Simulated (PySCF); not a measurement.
**TeC: bond curves at several levels of theory**

One job finds the state of TeC, follows it along the bond with each method and fits the curves.

Program: PySCF 2.14.0. Level of theory: Te def2-TZVPP with ECP28, C def2-TZVPP, scalar-relativistic core potentials. These are calculated values, not measurements.

## 1. The job

Settings of the job:

* atoms: Te, C
* charge: 0
* basis: Te def2-TZVPP with ECP28, C def2-TZVPP
* Hamiltonian: scalar-relativistic core potentials
* basis functions: 81
* electrons treated: 30
* masses in u: 129.9062, 12.0000
* levels: PBE0, PBE, r²SCAN, r²SCANh, MN15, B97-3, revPBE, LC-ωPBE, HF, MP2, SCS-MP2, CCSD, CCSD(T)
* grid: 80 radial by 434 angular points
* occupations: held fixed by the projection of orbital angular momentum
* dissociation limit: Te + C, each in its ground configuration
* starting distance in angstrom: 2.030
* values of 2S to try: 0, 2, 4

The run is started by

```
$ OMP_NUM_THREADS=1 python dia.py task.json out
```

After this run come: First curve: PBE0; Higher solutions at PBE0; PBE; r²SCAN; r²SCANh (hybrid meta-GGA); MN15 (hybrid meta-GGA); B97-3 (global hybrid GGA); revPBE; LC-ωPBE (range-separated hybrid); RHF; MP2 and coupled cluster.

Before running it: what results should come out? Wanted: for each run, Re; ωe; De; μ.

The runs gave:

Lowest PBE0 solution found, without spin–orbit coupling: ¹Σ⁺ (singlet), closed shell. State 2 has its PBE0 minimum 2.12 eV higher. State 3 has its PBE0 minimum 3.43 eV higher. The other levels ran on the lowest alone.

```
      level  Re (Å)  ωe (cm⁻¹)  De (eV)  μ (D)
        RHF   1.867        962     1.44  -2.25
    RHF-MP2   1.879        927     5.12    n/a
RHF-SCS-MP2   1.881        924     4.88    n/a
   RHF-CCSD   1.882        914     4.24    n/a
RHF-CCSD(T)   1.903        855     4.80    n/a
        PBE   1.907        850     5.37  -2.56
     revPBE   1.913        842     5.07  -2.51
     r²SCAN   1.893        880     4.76  -2.55
    r²SCANh   1.886        898     4.55  -2.56
       PBE0   1.882        906     4.70  -2.59
      B97-3   1.885        901     4.66  -2.65
       MN15   1.876        917     4.60  -2.63
    LC-ωPBE   1.850        977     4.11  -2.79
```

De is counted to Te + C in their ground configurations. A positive dipole means Te(−)C(+).

What this shows: Bond lengths run from 1.850 Å (LC-ωPBE) to 1.913 Å (revPBE). Of the levels with a De here, RHF gives the least (1.44 eV) and PBE the most (5.37 eV).

Correlated steps freeze 5 core orbitals. Spin–orbit coupling is left out, which matters for elements this heavy, above all for dissociation energies. T1 is 0.029 near the minimum (highest on the curve 0.060), which may point to more than one leading configuration.
